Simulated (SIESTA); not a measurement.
**NiMoIrPdW in SIESTA: the effect of basis**

The system is NiMoIrPdW.

```
Ni Mo Pd Ir W
1.0
     4.14670    0.00000    0.00000
    -2.07335    3.59115    0.00000
     0.00000    0.00000    5.41629
Ni Mo Pd Ir W
1 1 1 1 1
Direct
  0.00000 0.00000 0.02221
  0.66667 0.33333 0.45996
  0.33333 0.66667 0.74601
  0.33333 0.66667 0.25641
  0.66667 0.33333 0.99985
```

The cell was built by a generator and needn't be a form met in nature.

Alike in all runs:

```yaml
Program: SIESTA 5.4.2
Task: band structure
Functional: PBE
Potentials_or_basis: PseudoDojo 0.4 standard (PBE files)
Grid_cutoff: 800 Ry
Energy_shift: 0.003 Ry
k_mesh: 7 × 7 × 5
Occupations: fermi-dirac, width 0.05 eV
Spin: collinear spin, ferromagnetic start
Starting_moments: "[1.0, 1.0, 0.0, 0.6, 0.0] μB"
```

One run gave: pressure 3.6 GPa; largest force 1.30 eV/Å. Which basis did it use?
A. DZ
B. TZP
C. SZ
D. SZP
E. TZDP

C.

```tsv
basis	pressure (GPa)	largest force (eV/Å)
SZ	3.6	1.30
SZP	4.9	0.85
DZ	-0.8	0.70
DZP	2.9	0.71
TZP	2.2	0.67
TZDP	2.2	0.58
```

Caveats: short orbitals over semicore shells can move pressures by several GPa; the basis of atomic orbitals isn't converged, which shifts pressures, moduli and gaps; the basis has no polarisation orbitals (some runs); forces of over 1 eV/Å show positions far from the minimum, so gaps and moduli don't describe the material at rest (some runs).
